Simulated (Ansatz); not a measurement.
# HfIn4SiO6 in Ansatz: the effect of functional

The system is HfIn4SiO6.

```
Hf In Si O
1.0
     5.69867    0.00381    0.01559
    -0.70506    6.10815   -0.00575
    -2.73718   -1.39557    6.63076
Hf In Si O
1 4 1 6
Direct
  0.11793 0.01556 0.13292
  0.38842 0.99901 0.72891
  0.75865 0.00842 0.49586
  0.23461 0.48841 0.53300
  0.59649 0.48211 0.20528
  0.86778 0.44029 0.85544
  0.55316 0.38738 0.79290
  0.93454 0.38483 0.65596
  0.98414 0.26218 0.00347
  0.99083 0.69806 0.98452
  0.08665 0.06493 0.39374
  0.48680 0.10883 0.21799
```

The cell was built by a generator and needn't be a form met in nature.

Alike in all runs:

```yaml
Program: Ansatz 0.2.0
Task: band structure
Potentials_or_basis: all-electron LAPW, scalar-relativistic
Basis_error_allowed: 0.002 eV/atom
k_mesh: 4 × 4 × 3
Occupations: fermi-dirac, width 0.05 eV
Spin: no spin polarisation
```

| functional | cutoff | gap on the mesh (eV) | pressure (GPa) | largest force (eV/Å) |
| --- | --- | --- | --- | --- |
| revPBE | 493 eV (chosen from the basis error) | 1.02 | 1.8 | 0.14 |
| LDA | 494 eV (chosen from the basis error) | 0.96 | -5.8 | 0.49 |
| RPBE | 493 eV (chosen from the basis error) | ? | ? | ? |

Question: What does the run with functional RPBE give?

Answer: gap on the mesh 1.03 eV; pressure 2.5 GPa; largest force 0.18 eV/Å.

Caveats: spin-orbit coupling is left out, which moves the levels of the heavy elements.

A k mesh can miss the band edges.

Runs at the PBE level aren't shown here.
